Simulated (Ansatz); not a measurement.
Debugging a convergence test of the k-point mesh of La2O3, space group P-62m (Ansatz 0.2.0, Python API).

Script `kconv_la2o3.py`:
```python
import ansatz as az

XC = 'lda'
SMEARING = 'fixed'
TOLERANCE = 1e-10

structure = (
    az.Lattice.from_parameters(6.26678028, 6.26678028, 3.299766, alpha=90, beta=90, gamma=120)
    .space_group(189)
    .atom('La', (1 / 3, 2 / 3, 0.5))
    .atom('O', (0.49198601, 0.49198601, 0.0))
)

base = (
    structure.calculation()
    .functional(XC)
    .basis(-38 * az.Ry)
    .occupations(SMEARING)
    .scf(tolerance=TOLERANCE)
    .forces()
    .stress()
)

rows = []
for value in [0.8, 0.6, 0.5, 0.4, 0.33]:
    rep = base.kpoints(spacing=value).run(threads=1, pin='off').report
    rows.append((value, rep['free_energy_ev'] / len(rep['lattice']['sites']), rep['n_iterations'], sum(rep['stress_gpa'][i][i] for i in range(3)) / 3, max(abs(f) for row in rep['forces_ev_ang'] for f in row), rep['n_kpoints']))

print('spacing (1/A)   F/atom (eV)    iterations       P (GPa)  max component (eV/A)      k-points')
for row in rows:
    print(f'{str(row[0]):>12s}  {row[1]:12.5f}  {row[2]:12d}  {row[3]:12.3f}  {row[4]:20.4f}  {row[5]:12d}')

for row in rows[:-1]:
    shift = 1000 * (row[1] - rows[-1][1])
    print(f'{row[0]}: {shift:+.2f} meV/atom' + ('  (within 5 meV)' if abs(shift) < 5 else ''))
```

```console
$ python kconv_la2o3.py
Traceback (most recent call last):
  File "kconv_la2o3.py", line 26, in <module>
    rep = base.kpoints(spacing=value).run(threads=1, pin='off').report
          ~~~~~~~~~~~~~~~~~~~~~~~~~~~~~~~^^^^^^^^^^^^^^^^^^^^^^
  ...
ansatz.RefusalError: invalid value for `basis.ecutwfc`: must be finite and > 0; got -517.016338673772 eV
$ echo $?
1
```
(Library frames cut from the traceback.)

Find the fault and give the corrected script.

The fault: the cutoff is negative. Mended:

```diff
--- before
+++ after
@@ -16,3 +16,3 @@
     .functional(XC)
-    .basis(-38 * az.Ry)
+    .basis(38 * az.Ry)
     .occupations(SMEARING)
```

With that change:

Output of `python kconv_la2o3.py`:
```text
spacing (1/A)   F/atom (eV)    iterations       P (GPa)  max component (eV/A)      k-points
         0.8   -2765.29516            10        -3.294                0.0705             4
         0.6   -2765.29462            10        -3.224                0.0714             6
         0.5   -2765.29621            10        -3.240                0.0731             9
         0.4   -2765.29667             9        -3.246                0.0731             9
        0.33   -2765.29675            10        -3.246                0.0732            16
0.8: +1.59 meV/atom  (within 5 meV)
0.6: +2.13 meV/atom  (within 5 meV)
0.5: +0.54 meV/atom  (within 5 meV)
0.4: +0.08 meV/atom  (within 5 meV)
```

Pressure is positive in compression. The structure comes from a database of computed cells and needn't be a stable or known phase. Shifts are counted from the finest mesh, which is itself no proven limit. Wall time of the script: 24 s on 1 thread of Arm Neoverse V1, with other jobs on the host, peak memory 0.4 GiB.
